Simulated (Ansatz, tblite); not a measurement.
# ZrF4: one state, many levels

How do method and basis change the picture of ZrF4 (singlet)?

Computed with Ansatz 0.2.0, Gaussian basis. Level: as each input shows.

Plan: GFN1-xTB, GFN2-xTB, PBE-D4/def2-TZVP, r2SCAN-D4/def2-TZVP, HSE06-D4/def2-TZVP, LC-ωPBE/def2-TZVP, BLYP-D4/def2-TZVP, ωB97X-V/def2-TZVP, HF/def2-TZVP, LDA/def2-TZVP, B3LYP-D4/def2-TZVP, PBE-D4/def2-SVP, PBE0-D4/def2-SVP, PBE0-D4/def2-TZVPD, PBE-D4/def2-TZVPD, r2SCAN-D4/def2-TZVPD, CCSD(T)/def2-TZVPP, MP2/def2-TZVP, RPA/def2-TZVP.

## Step 1: The relaxed structure

The singlet was relaxed beforehand with PBE-D4/def2-SVP.

5 atoms, charge 0, spin multiplicity 1.

Bond lengths: Zr1–F2 1.908 Å, Zr1–F3 1.908 Å, Zr1–F4 1.908 Å, Zr1–F5 1.908 Å. Angles: F2–Zr1–F3 109.5°, F2–Zr1–F4 109.5°, F2–Zr1–F5 109.5°, F3–Zr1–F4 109.5°, F3–Zr1–F5 109.5°, F4–Zr1–F5 109.5°.

Formally the metal is d0. Zr takes a core potential in the def2 sets. No spin-orbit coupling is included.

PBE0-D4/def2-TZVP was run before; its log isn't repeated, and its numbers join the tables.

## Step 2: GFN1-xTB

Tight binding, by tblite at 300 K electronic temperature and without a spin-polarisation term:

```python
tblite.interface.Calculator('GFN1-xTB', numbers, positions, charge=0, uhf=0).singlepoint()
```

Energy -604.7995 eV, HOMO -14.07 eV, LUMO -9.99 eV; 0.004 s.

## Step 3: GFN2-xTB

Tight binding, by tblite at 300 K electronic temperature and without a spin-polarisation term:

```python
tblite.interface.Calculator('GFN2-xTB', numbers, positions, charge=0, uhf=0).singlepoint()
```

Energy -570.0921 eV, HOMO -14.52 eV, LUMO -8.86 eV; 0.002 s.

## Step 4: PBE-D4/def2-TZVP

start.molden holds the orbitals of an earlier run on this state, given as this run's starting guess.

in.yaml reads:

```yaml
crystal:
  periodic: [false, false, false]
  atoms:
    - {symbol: Zr, position_ang: [-0.000007, -0.000006, 0.000025]}
    - {symbol: F, position_ang: [0.009446, -0.015571, 1.908285]}
    - {symbol: F, position_ang: [1.795993, 0.009661, -0.644961]}
    - {symbol: F, position_ang: [-0.906521, 1.561038, -0.618920]}
    - {symbol: F, position_ang: [-0.898911, -1.555123, -0.644419]}
basis:
  gaussian: {orbitals: def2-TZVP, initial_orbitals: start.molden}
hamiltonian: {xc: pbe, dispersion: d4}
scf: {omitted_lower_state_checks: [starts]}
output: {orbitals: {seedname: orbitals}}
```

Run with:

```sh
$ ansatz run in.yaml --threads 4 --pin off --events-out ev --progress --plain --max-ram 3916MiB
```

Further steps of the session: r2SCAN-D4/def2-TZVP; HSE06-D4/def2-TZVP; LC-ωPBE/def2-TZVP; BLYP-D4/def2-TZVP; ωB97X-V/def2-TZVP; HF/def2-TZVP; LDA/def2-TZVP; B3LYP-D4/def2-TZVP; PBE-D4/def2-SVP; PBE0-D4/def2-SVP; PBE0-D4/def2-TZVPD; PBE-D4/def2-TZVPD; r2SCAN-D4/def2-TZVPD; CCSD(T)/def2-TZVPP; MP2/def2-TZVP; RPA/def2-TZVP.

Before running them: what should the planned runs give, taken together? Wanted: gap in def2-TZVP, named functionals and Hartree-Fock, smallest and largest; correlation energy, CCSD(T)/def2-TZVPP; correlation energy, MP2/def2-TZVP; binding an atom, CCSD(T)/def2-TZVPP; PBE0 total energy, smallest basis above largest.

The runs gave:

```
                                                                  quantity                            value
gap in def2-TZVP, named functionals and Hartree-Fock, smallest and largest     7.77 eV (LDA), 18.72 eV (HF)
                                    correlation energy, CCSD(T)/def2-TZVPP                        -37.64 eV
                                         correlation energy, MP2/def2-TZVP                        -35.79 eV
                                       binding an atom, CCSD(T)/def2-TZVPP                         5.305 eV
                           PBE0 total energy, smallest basis above largest  13.68 eV (def2-SVP, def2-TZVPD)
```

Over the named functionals and Hartree-Fock in def2-TZVP the gap runs from 7.77 eV (LDA) to 18.72 eV (HF); exact exchange widens it. The functionals in def2-TZVP miss CCSD(T)/def2-TZVPP by +0.003 (PBE0-D4) to +0.940 eV (LDA) an atom. CCSD(T)/def2-TZVPP isn't at the basis-set limit; small misses against it rank nothing.
